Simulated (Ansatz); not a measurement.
Geometry optimisation, Ansatz, DFT PBEsol, scalar-relativistic, plane waves, PAW.

The input (input.yaml):

```yaml
crystal:
  lattice:
    - [5.76, 0.0, 0.0]
    - [0.0, 5.76, 0.0]
    - [0.0, 0.0, 5.76]
  atoms:
    - { symbol: Cr, position: [0.0, 0.0, 0.0], spin: 1.5 }
    - { symbol: Cr, position: [0.5, 0.0, 0.0], spin: 1.5 }
    - { symbol: Cr, position: [0.0, 0.5, 0.0], spin: 1.5 }
    - { symbol: Cr, position: [0.0, 0.0, 0.5], spin: 1.5 }
    - { symbol: Cr, position: [0.25, 0.25, 0.25], spin: 1.5 }
    - { symbol: Cr, position: [0.5, 0.5, 0.0], spin: 1.5 }
    - { symbol: Cr, position: [0.5, 0.0, 0.5], spin: 1.5 }
    - { symbol: Cr, position: [0.75, 0.25, 0.25], spin: 1.5 }
    - { symbol: Cr, position: [0.0, 0.5, 0.5], spin: 1.5 }
    - { symbol: Cr, position: [0.25, 0.75, 0.25], spin: 1.5 }
    - { symbol: Cr, position: [0.25, 0.25, 0.75], spin: 1.5 }
    - { symbol: Cr, position: [0.5, 0.5, 0.5], spin: 1.5 }
    - { symbol: Cr, position: [0.75, 0.75, 0.25], spin: 1.5 }
    - { symbol: Cr, position: [0.75, 0.25, 0.75], spin: 1.5 }
    - { symbol: Cr, position: [0.25, 0.75, 0.75], spin: 1.5 }
    - { symbol: Cr, position: [0.75, 0.75, 0.75], spin: 1.5 }
    - { symbol: Li, position: [0.3657589, 0.499413, 0.2442144] }
magnetization:
  spin_polarized: true
basis:
  ecutwfc: 420.0
kpoints:
  mp_grid: { grid: [2, 2, 2] }
hamiltonian:
  xc: pbesol
scf:
  occupations: { method: fermi_dirac, width: 0.15 }
  lower_state_search: "off"
relax:
  f_tol: 0.08
  max_steps: 25
  adjacent_minimum: "off"
```

Launched with:

```bash
$ ansatz run input.yaml --threads 4 --pin off --max-ram 10240MiB --backend cpu --events-out ev --progress --plain --runs-dir out
```

**Question.** Where does it end, and by what steps?

**Answer.** It converged. The force dipped under the threshold on the way, but the program's further checks kept it going. Limits of this set-up: coarse k mesh. After 14 steps the energy has fallen by 5.095 eV; Li17 moved furthest, 0.93 Å. Parted: Cr5–Cr6 (2.49 → 3.66 Å). Joined: Cr1–Li17 (3.83 → 3.14 Å), Cr14–Li17 (3.88 → 3.15 Å).

```tsv
step	energy less start (eV)	largest force component (eV/Å)	accepted
0	0.0000	7.329	yes
1	-1.9000	5.514	yes
2	-4.2461	1.060	yes
3	-4.4600	0.376	yes
4	-4.5095	0.375	yes
5	-4.5292	0.209	yes
6	-4.5958	0.100	yes
7	-4.6389	0.232	yes
8	-4.7163	0.381	yes
9	-4.7735	0.594	yes
10	-4.7735	0.563	yes
11	-4.9755	0.376	yes
12	-5.0834	0.199	yes
13	-5.0950	0.039	yes
14	-5.0950	0.039	yes
```

```xyz
17
Lattice="5.7600 0.0000 0.0000 0.0000 5.7600 0.0000 0.0000 0.0000 5.7600" Properties=species:S:1:pos:R:3
Cr -0.007 0.038 0.044
Cr 2.888 0.068 0.029
Cr 0.022 2.933 0.029
Cr -0.066 -0.021 2.984
Cr 1.097 1.142 1.819
Cr 3.211 3.255 -0.294
Cr 2.873 0.038 2.924
Cr 4.293 1.473 1.488
Cr -0.006 2.918 2.923
Cr 1.428 4.338 1.489
Cr 1.429 1.474 4.384
Cr 2.889 2.933 2.895
Cr 4.321 4.367 1.474
Cr 4.322 1.488 4.355
Cr 1.443 4.367 4.356
Cr 4.376 4.422 4.301
Li 2.153 2.202 0.766
```

Whether the end is a true minimum wasn't checked by a vibrational analysis.

The run took 2.3 min on 4 threads of Intel(R) Xeon(R) Platinum 8488C (Sapphire Rapids), on a shared host, peak memory 1.1 GiB.
